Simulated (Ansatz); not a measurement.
# BiTe (R-3m) in Ansatz: a series of runs, part 2 of 3

Ansatz 0.2.0.

### 3 Relaxation of cell and atoms, revPBE

input.yaml reads:

```yaml
crystal:
  lattice:
    - [2.4227077728, 1.3987509848, 3.3172919545]
    - [-2.4227077728, 1.3987509848, 3.3172919545]
    - [0.0, -2.7975019696, 3.3172919545]
  atoms:
    - { symbol: Bi, position: [0.5, 0.5, 0.5] }
    - { symbol: Te, position: [0.0, 0.0, 0.0] }
hamiltonian:
  xc: revpbe
  pseudopotentials: { kind: paw }
kpoints:
  mp_grid: { grid: [7, 7, 7] }
scf:
  occupations: { method: fermi_dirac, width: 0.05 }
output:
  forces: true
  stress: true
  eigenvalues: true
  write_density: true
  write_potential: true
  elf: true
  volumetric_format: npy
relax:
  f_tol: 0.01
  max_steps: 40
  cell: { stress_tol: 0.05 }
```

Potentials or basis: Ansatz PAW.

The run is started by

```
ansatz run input.yaml --threads 2 --pin off --max-ram 5632MiB --backend cpu --events-out ev --progress --plain --runs-dir out
```

Log:

```text
Warning: RAYON_NUM_THREADS=2 ignored (pool sized by the plan → 2); use --threads N
Engine: ansatz 0.2.0, x86_64-unknown-linux-gnu
Pseudopotentials: kind: paw
Pseudopotential: Bi, paw, valence charge 15, recommended cutoff 420 eV (normal), Bi.paw.azcp
Pseudopotential: Te, paw, valence charge 16, recommended cutoff 420 eV (normal), Te.paw.azcp
Functional definition: revPBE
  parameter kappa = 1.245
  parameter beta = 0.06672455060314922
  exchange = pbe_x(kappa = kappa, mu = beta*pi^2/3)
  correlation = pbe_c(beta = beta)
Crystal: 2 atoms, lattice volume = 67.449 Å³
Basis set: ecut = 420 eV, 1307 PW (Γ), exchange–correlation on 60×60×60 points (8 copies of the dense FFT grid, shifted against one another)
Bands: 20, of which v1, the nominal top of the filled ones, is band 16 counted from 1 (15 counted from 0)
Symmetry: 12 space group operations
Space group: R-3m (ITA 166), of the structure as read, at distance tolerance 4.1e-5 Å
k-points: 44 of 343
Non-local potential: Bi, projectors of the file, l = 0: 2, l = 1: 2, l = 2: 2, l = 3: 2
Non-local potential: Te, projectors of the file, l = 0: 2, l = 1: 2, l = 2: 2, l = 3: 2
PAW form: soft (Blöchl's): semilocal exchange-correlation on the pseudo side does not see the compensation charge
PAW frozen core: Bi, regenerated for the run's functional, and the local potential with it (the file was generated under x = pbe(κ = 0.804, μ = 0.2195149727645171), c = pbe(β = 0.06672455060314922))
PAW frozen core: Te, regenerated for the run's functional, and the local potential with it (the file was generated under x = pbe(κ = 0.804, μ = 0.2195149727645171), c = pbe(β = 0.06672455060314922))
PAW one-centre angular grid: Bi, 590 points (default); XC on 64 Gauss nodes
PAW one-centre angular grid: Te, 590 points (default); XC on 64 Gauss nodes
Initial density: superposition of atomic densities (neutral atoms: chi_scale 0, normalization atom), corrected by the library's trained network
Initial wavefunctions: pseudopotential atomic-orbital guess
Functional: x = revpbe(κ = 1.245, μ = 0.2195149727645171), c = pbe(β = 0.06672455060314922)
SCF iter   1: F=—  HF=-19394.030486 eV  |F-HF|=—  |Δ(HF+E_count)|=         —  Δρ=1.25e-3  dr2=7.03e-4  ethr=1.77e-3  ⟨swp⟩=6.5  Hψ=4628  notcnv=0
preconditioner: auto → Kerker (q_TF=auto, 2.397 Å⁻¹)  [metal: Δε(μ)=0.073 eV  Ē_g=9.434 eV  σ=0.050 eV  W_gap=0.35  n_scr=14 (ndim 8)  ℏωp=15.0 eV  f_vac=0.001  D(μ)=1.35/eV (n_scr^D=8)]
SCF iter   2: F=—  HF=-19394.028967 eV  |F-HF|=—  |Δ(HF+E_count)|=   1.52e-3  Δρ=4.44e-4  dr2=8.84e-5  ethr=2.27e-6  ⟨swp⟩=3.0  Hψ=2190  notcnv=0
SCF iter   3: F=—  HF=-19394.029066 eV  |F-HF|=—  |Δ(HF+E_count)|=   9.96e-5  Δρ=2.47e-4  dr2=3.31e-5  ethr=2.85e-7  ⟨swp⟩=2.2  Hψ=1107  notcnv=0
SCF iter   4: F=—  HF=-19394.029105 eV  |F-HF|=—  |Δ(HF+E_count)|=   3.86e-5  Δρ=4.34e-5  dr2=1.76e-6  ethr=1.07e-7  ⟨swp⟩=2.0  Hψ=1130  notcnv=0
SCF iter   5: F=—  HF=-19394.029107 eV  |F-HF|=—  |Δ(HF+E_count)|=   2.40e-6  Δρ=1.74e-5  dr2=2.67e-7  ethr=5.68e-9  ⟨swp⟩=2.2  Hψ=1262  notcnv=0
SCF iter   6: F=-19394.029108 eV  HF=-19394.029108 eV  |F-HF|=2.29e-8  |Δ(HF+E_count)|=   3.60e-7  Δρ=4.98e-6  dr2=2.26e-8  ethr=3.23e-10  ⟨swp⟩=12.2  Hψ=7499  notcnv=0
SCF 1 converged in 6 iterations: F = -19394.029108 eV  dr2 = 2.26e-8
relax step   1: F+E_penalty+E_count = -19394.02910773 eV  Δ(F+E_penalty+E_count) = +0.000e0 eV  max|allowed force component| = 3.365e-29 eV/Å  Δτ_max = 0.0000 Å  P = +1.096 GPa  Ω = 67.449 Å³  (6 SCF iters, dr2 threshold 1.00e-7 eV, accepted)
Crystal: 2 atoms, lattice volume = 69.672 Å³
Basis set: ecut = 420 eV, 1373 PW (Γ), exchange–correlation on 60×60×60 points (8 copies of the dense FFT grid, shifted against one another)
Initial density: handed on by an earlier stage of this run
Initial wavefunctions: those handed on with the density
iter 1 solved again at ethr=1.96e-6 eV; its pass at ethr=3.10e-3 eV (dr2=6.08e-4 eV) is discarded
[... 42 lines left out ...]
SCF iter   7: F=-19394.034322 eV  HF=-19394.034322 eV  |F-HF|=1.09e-11  |Δ(HF+E_count)|=  1.31e-10  Δρ=9.55e-8  dr2=8.45e-12  ethr=1.00e-12  ⟨swp⟩=7.1  Hψ=4494  notcnv=0
SCF 5 converged in 7 iterations: F = -19394.034322 eV  dr2 = 8.45e-12
relax step   5: F+E_penalty+E_count = -19394.03432220 eV  Δ(F+E_penalty+E_count) = -2.105e-5 eV  max|allowed force component| = 7.794e-28 eV/Å  Δτ_max = 0.0000 Å  P = +0.010 GPa  Ω = 69.146 Å³  energy of the carried Pulay correction = -2.898e-4 eV  (7 SCF iters, accepted)
Initial wavefunctions: pseudopotential atomic-orbital guess (no wavefunctions were taken with the density)
iter 1 solved again at ethr=2.11e-7 eV; its pass at ethr=3.10e-3 eV (dr2=6.55e-5 eV) is discarded
SCF iter   1: F=—  HF=-19394.033901 eV  |F-HF|=—  |Δ(HF+E_count)|=         —  Δρ=2.03e-4  dr2=7.16e-7  ethr=2.11e-7  ⟨swp⟩=3.5  Hψ=7245  notcnv=0
SCF iter   2: F=—  HF=-19394.034430 eV  |F-HF|=—  |Δ(HF+E_count)|=   5.29e-4  Δρ=1.03e-4  dr2=1.70e-7  ethr=2.31e-9  ⟨swp⟩=2.2  Hψ=1537  notcnv=0
SCF iter   3: F=—  HF=-19394.034606 eV  |F-HF|=—  |Δ(HF+E_count)|=   1.76e-4  Δρ=7.54e-6  dr2=1.86e-9  ethr=5.50e-10  ⟨swp⟩=2.0  Hψ=1099  notcnv=0
SCF iter   4: F=—  HF=-19394.034607 eV  |F-HF|=—  |Δ(HF+E_count)|=   9.02e-7  Δρ=6.15e-7  dr2=2.74e-10  ethr=6.00e-12  ⟨swp⟩=2.2  Hψ=1544  notcnv=0
SCF iter   5: F=—  HF=-19394.034607 eV  |F-HF|=—  |Δ(HF+E_count)|=   1.83e-9  Δρ=2.55e-7  dr2=8.23e-11  ethr=1.00e-12  ⟨swp⟩=2.1  Hψ=1012  notcnv=0
SCF iter   6: F=-19394.034607 eV  HF=-19394.034607 eV  |F-HF|=1.09e-11  |Δ(HF+E_count)|=  8.37e-11  Δρ=1.07e-7  dr2=1.26e-11  ethr=1.00e-12  ⟨swp⟩=6.1  Hψ=4821  notcnv=0
SCF 6 converged in 6 iterations: F = -19394.034607 eV  dr2 = 1.26e-11
relax step   6: F+E_penalty+E_count = -19394.03460693 eV  Δ(F+E_penalty+E_count) = -2.847e-4 eV  max|allowed force component| = 7.873e-28 eV/Å  Δτ_max = 0.0000 Å  P = +0.008 GPa  Ω = 69.146 Å³  stress off target by 1.15e-2 GPa  SCF on the basis re-selected at this cell (its energy is not comparable with the rows above)  (6 SCF iters)
basis re-selected at this cell: Δ(F+E_penalty+E_count) = -2.847e-4 eV, ΔP = -0.002 GPa vs the last step (what re-selecting the basis moved, of the pressure what is left beyond the Pulay correction that the steps carried, after the strain that the cell walked since its last selection, with what the two solves' SCF thresholds leave and, on support functions, any second-order correction that the steps lacked; it is no measure of the basis error at this ecutwfc). This SCF's stress stands 1.15e-2 GPa from its target on what of the cell is left free (relax.cell.stress_tol is 5.00e-2 GPa) and its largest allowed force component is 7.87e-28 eV/Å (relax.f_tol is 1.00e-2 eV/Å): within both
SCF converged after 6 iterations
Free energy (F): -19394.034607 eV
Harris-Foulkes:  -19394.034607 eV  (|F-HF|=1.09e-11)
Internal energy: -19394.022064 eV  (E = F + TS)
E sigma→0 (E₀):  -19394.028335 eV
Entropy (-TS):   -0.012543 eV (-6.272 meV/atom)
Fermi energy:    9.586580 eV
--- Per-component energies (eV) ---
  E_band       = -371.005709
  E_kinetic    = 480.380200
  E_local      = -2780.839335  (includes V_loc(G=0)·N_el)
  E_nonlocal   = 249.243164
  E_hartree    = 1296.173636
  E_xc         = -275.300036
  E_vxc        = -247.318944  (∫ρ·V_xc dr)
  E_paw        = -15342.382650  (= ΣΔE_a)
  E_vpaw       = -664.817597  (= ΣTr[D̂ρ^β])
  E_aug_tail   = -0.000572  (compensation charges beyond the density's cutoff)
  E_ewald      = -3021.309704
  E_core_change = 0.013234  (= ΣΔE_core)
  E_smearing   = -0.012543  (= −TS)
  E_closure    = 0.000000  (closes the sum)
  Σ components = -19394.034607   (vs F -19394.034607, Δ=0.00e0)
--- Forces (eV/Å), atoms counted from 1 ---
  atom   1  Bi    -0.00000000     0.00000000     0.00000000
  atom   2  Te     0.00000000     0.00000000     0.00000000
  max |Σ_I F_I| component: 1.53e-27 eV/Å
--- Stress (GPa, compression-positive) ---
        0.006974      -0.000000       0.000000
       -0.000000       0.006974       0.000000
        0.000000       0.000000       0.011525
  P = ⅓ Tr σ = 0.0085 GPa (0.085 kbar)
--- Band table (eV; the first three rows and the last of 44) ---
  k-point 0: bands = ["-27.6367", "-27.6367", "-27.5983", "-27.5983", "-27.5838", "-13.7206", "-13.7206", "-13.7013", "-13.7013", "-13.6883", "-3.7433", "1.2482", "6.7330", "6.7330", "7.9510", "11.4012", "11.9978", "11.9978", "13.7327", "13.7327"]
  k-point 1: bands = ["-27.6367", "-27.6367", "-27.5983", "-27.5982", "-27.5837", "-13.7204", "-13.7202", "-13.7024", "-13.7004", "-13.6879", "-3.5748", "0.8406", "6.8435", "6.9789", "7.8895", "10.8060", "11.3211", "11.4252", "14.0164", "14.1660"]
  k-point 2: bands = ["-27.6366", "-27.6366", "-27.5984", "-27.5978", "-27.5837", "-13.7204", "-13.7194", "-13.7045", "-13.6984", "-13.6866", "-3.0787", "-0.1251", "7.1691", "7.4315", "7.9617", "9.6989", "10.1361", "10.5806", "14.8028", "14.8309"]
  k-point 43: bands = ["-27.6367", "-27.6367", "-27.5973", "-27.5973", "-27.5837", "-13.7244", "-13.7232", "-13.6920", "-13.6916", "-13.6894", "-1.6177", "-1.2108", "5.8603", "6.8220", "6.9319", "8.8680", "9.0799", "10.2934", "16.6002", "17.1636"]
--- Relaxed structure (5 steps of the walk, 5 accepted, 1 SCFs on fresh bases) ---
  F+E_penalty+E_count = -19394.03460693 eV   max|allowed force component| = 7.873e-28 eV/Å   (the final SCF, on the basis selected at the relaxed cell)
  cell:  # Å, volume = 69.1459 Å³
    - [2.4356710989687365, 1.4062353646469916, 3.364638077293456]
    - [-2.4356710989687365, 1.4062353646469916, 3.364638077293456]
    - [8.345164959092064e-18, -2.8124707292939832, 3.364638077293456]
  atoms:
    - { symbol: Bi, position: [0.5000000000000001, 0.5000000000000001, 0.5000000000000001] }
    - { symbol: Te, position: [5.401977263856637e-36, 4.6774140635680064e-36, 5.039695663712322e-36] }
```

v_z.tsv:

```text
# z_ang	v_es[eV]	v_tot[eV]
# format = ansatz-planar-average/11
# xc	revpbe
# density_cutoff_ev	1680
# datasets	Bi=:simpson_from_first_knot:soft:shift=369996	Te=:simpson_from_first_knot:soft:shift=437016
# lattice	2.435671099	1.406235365	3.364638077
# lattice	-2.435671099	1.406235365	3.364638077
# lattice	0.000000000	-2.812470729	3.364638077
# sites	2
# site	83	0.000000000	-0.000000000	5.046957116
# site	52	0.000000000	-0.000000000	0.000000000
0.000000	1.066315e1	1.045043e0
0.146176	1.036448e1	7.735983e-1
0.292353	9.598997e0	9.359784e-2
0.438529	8.675891e0	-6.823617e-1
0.584706	7.922805e0	-1.240916e0
0.730882	7.546709e0	-1.415264e0
[... 22 lines left out ...]
4.092939	9.598997e0	9.359784e-2
4.239115	1.036448e1	7.735983e-1
```

Wall time 20 s (2 threads of Intel Xeon at 2.50GHz (Skylake/Cascade Lake), shared host); peak memory 0.42 GiB.

Results:

```
Free energy                            : -19394.0346 eV
Relaxed volume                         : 34.57 Å³/atom
Relaxed cell                           : a = 4.385 Å, b = 4.385 Å, c = 4.385 Å, α = 67.48°, β = 67.48°, γ = 67.48°
Space group after relaxing (to 0.05 Å) : R-3m (No. 166)
Energy gained by relaxing              : 2.7 meV/atom
Ionic steps                            : 6
Pressure after relaxing                : 0.0 GPa
Band gap on the k mesh                 : none (metal or under the smearing width)
```

The path:
```tsv
step	energy change (eV)	largest force (eV/Å)	volume (Å³)
1	0.0000	0.0000	67.45
2	-0.0042	0.0000	69.67
3	-0.0051	0.0000	69.11
4	-0.0052	0.0000	69.10
5	-0.0052	0.0000	69.15
6	-0.0055	0.0000	69.15
```

Final structure:
```
CELL_PARAMETERS angstrom
2.43567 1.40624 3.36464
-2.43567 1.40624 3.36464
0.00000 -2.81247 3.36464
ATOMIC_POSITIONS crystal
Bi 0.50000 0.50000 0.50000
Te 0.00000 0.00000 0.00000
```

Caveat: the plane-wave basis is chosen anew once the cell has moved, so the energies of steps on either side of that aren't comparable; spin-orbit coupling is left out, which moves the levels of the heavy elements; the PAW data sets come from PBE, with cores solved anew for the run's functional, which leaves a small shift of forces and pressure.

### 4 Relaxation of cell and atoms, BLYP

input.yaml, as its differences from that of step 3:

```diff
@@ -9,3 +9,3 @@
 hamiltonian:
-  xc: revpbe
+  xc: blyp
   pseudopotentials: { kind: paw }
@@ -19,6 +19,2 @@
   eigenvalues: true
-  write_density: true
-  write_potential: true
-  elf: true
-  volumetric_format: npy
 relax:
```

The run is started by

```
ansatz run input.yaml --threads 2 --pin off --max-ram 5632MiB --backend cpu --events-out ev --progress --plain --runs-dir out
```

It took 40 s on 2 threads of Intel Xeon at 2.50GHz (Skylake/Cascade Lake), shared host; peak memory 0.43 GiB.

The run converged. Its results:

| Property | Result |
| --- | --- |
| Free energy | -19422.5973 eV |
| Relaxed volume | 37.22 Å³/atom |
| Relaxed cell | a = 4.678 Å, b = 4.678 Å, c = 4.678 Å, α = 61.27°, β = 61.27°, γ = 61.27° |
| Space group after relaxing (to 0.05 Å) | R-3m (No. 166) |
| Energy gained by relaxing | 44.4 meV/atom |
| Ionic steps | 11 |
| Pressure after relaxing | 0.0 GPa |
| Band gap on the k mesh | none (metal or under the smearing width) |

Step by step:
| step | energy change (eV) | largest force (eV/Å) | volume (Å³) |
| --- | --- | --- | --- |
| 1 | 0.0000 | 0.0000 | 67.45 |
| 2 | -0.0639 | 0.0000 | 75.04 |
| 3 | -0.0727 | 0.0000 | 74.03 |
| 4 | -0.0803 | 0.0000 | 73.54 |
| 5 | -0.0855 | 0.0000 | 73.73 |
| 6 | -0.0859 | 0.0000 | 74.08 |
| 7 | -0.0860 | 0.0000 | 74.26 |
| 8 | -0.0884 | 0.0000 | 74.26 |
| 9 | -0.0887 | 0.0000 | 74.37 |
| 10 | -0.0888 | 0.0000 | 74.44 |
| 11 | -0.0888 | 0.0000 | 74.44 |

Final structure:
```cif
data_structure
_symmetry_space_group_name_H-M 'P 1'
_symmetry_Int_Tables_number 1
_cell_length_a 4.6778
_cell_length_b 4.6778
_cell_length_c 4.6778
_cell_angle_alpha 61.266
_cell_angle_beta 61.266
_cell_angle_gamma 61.266
_cell_volume 74.44
loop_
_atom_site_label
_atom_site_type_symbol
_atom_site_fract_x
_atom_site_fract_y
_atom_site_fract_z
_atom_site_occupancy
Bi1 Bi 0.50000 0.50000 0.50000 1
Te1 Te 0.00000 0.00000 0.00000 1
```

Levels at points of the mesh, in eV from the Fermi level:
| k point | band 13 | band 14 | band 15 | band 16 | band 17 | band 18 |
| --- | --- | --- | --- | --- | --- | --- |
| (0.00, 0.00, 0.00) | -2.38 | -2.38 | -2.17 | 1.81 | 1.92 | 1.92 |

Caveat: the plane-wave basis is chosen anew once the cell has moved, so the energies of steps on either side of that aren't comparable; spin-orbit coupling is left out, which moves the levels of the heavy elements; the PAW data sets come from PBE, with cores solved anew for the run's functional, which leaves a small shift of forces and pressure.

[end of part 2 of 3]
